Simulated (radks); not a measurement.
**Lu inside a hard spherical wall**

One table from this session's results is given with a row withheld; the runs are named, their logs left out.

The numbers are computed with radks (a radial shooting solver on a logarithmic mesh, Libxc functionals) version 1 (scalar-relativistic Kohn-Sham, r2SCAN, spin-polarised, spherical densities, finite nucleus; open shells are filled with parallel spins first), except any that are marked as measured or tabulated.

### The atom as given

| Quantity | Value |
| --- | --- |
| element | lutetium (Z = 71) |
| charge | 0 |
| electrons | 71 |
| configuration | [Xe] 4f14 5d1 6s2 |
| nuclear rms radius | 5.37 fm |

The outer shells:

Lu
```
[Xe] core
4f [↑↓][↑↓][↑↓][↑↓][↑↓][↑↓][↑↓]
5d [↑ ][  ][  ][  ][  ]
6s [↑↓]
```

Set-up of the first run:

Input:

```text
Z 71
configuration [Xe] 4f14 5d1 6s2 6p0 7s0 5f0
relativity scalar-relativistic
functional r2scan,r2scan
spin polarised
nucleus finite rms 5.37 fm
c 137.035999084
```

Steps of the session up to this table: The free atom; Wall at 20 bohr; Wall at 15 bohr; Wall at 12 bohr; Wall at 8 bohr; Wall at 7 bohr; Wall at 5 bohr; Wall at 4 bohr; Wall at 3 bohr.

One table of the session follows, with a row left open; its other results are not shown here.

```
R (bohr)  E − E(free) (eV)  ε(5d) (eV)  ε(6p, empty) (eV)  ε(7s, empty) (eV)  ε(5f, empty) (eV)
    free             0.000      -1.911             -1.373                  -                  -
      20             0.000      -1.911             -1.373              0.168              1.469
      15                 ?           ?                  ?                  ?                  ?
      12             0.005      -1.888             -1.319              1.232              3.483
       8             0.313      -1.401             -0.486              5.793              7.314
       7             0.865      -0.859              0.439              9.389              9.519
       5             6.719       2.250              6.764             29.016             19.155
       4            20.464       6.680             17.752             57.960             30.654
       3            78.570      19.370             51.790             136.36             56.912
```

Q: Estimate the row for R (bohr) = 15 from the others.

Worked estimate for «E − E(free) (eV)». A straight line through the neighbours (20, 0.000) and (12, 0.005) gives 0.000 + (0.005 − 0.000) × (15 − 20) / (12 − 20) = 0.003; a parabola fitted to 3 rows on both sides gives -0.092.

The run gave: E − E(free) (eV): 0.000; ε(5d) (eV): -1.909; ε(6p, empty) (eV): -1.366; ε(7s, empty) (eV): 0.513; ε(5f, empty) (eV): 2.375. In «E − E(free) (eV)» the line misses by +0.003 and the parabola by -0.092. Between these rows the values bend or scatter more than so simple an estimate can follow.

From R = 5 bohr inwards the highest occupied level lies above zero, pushed up by confinement. Shells are not refilled when levels cross, and a hard wall is a model, not a crystal.
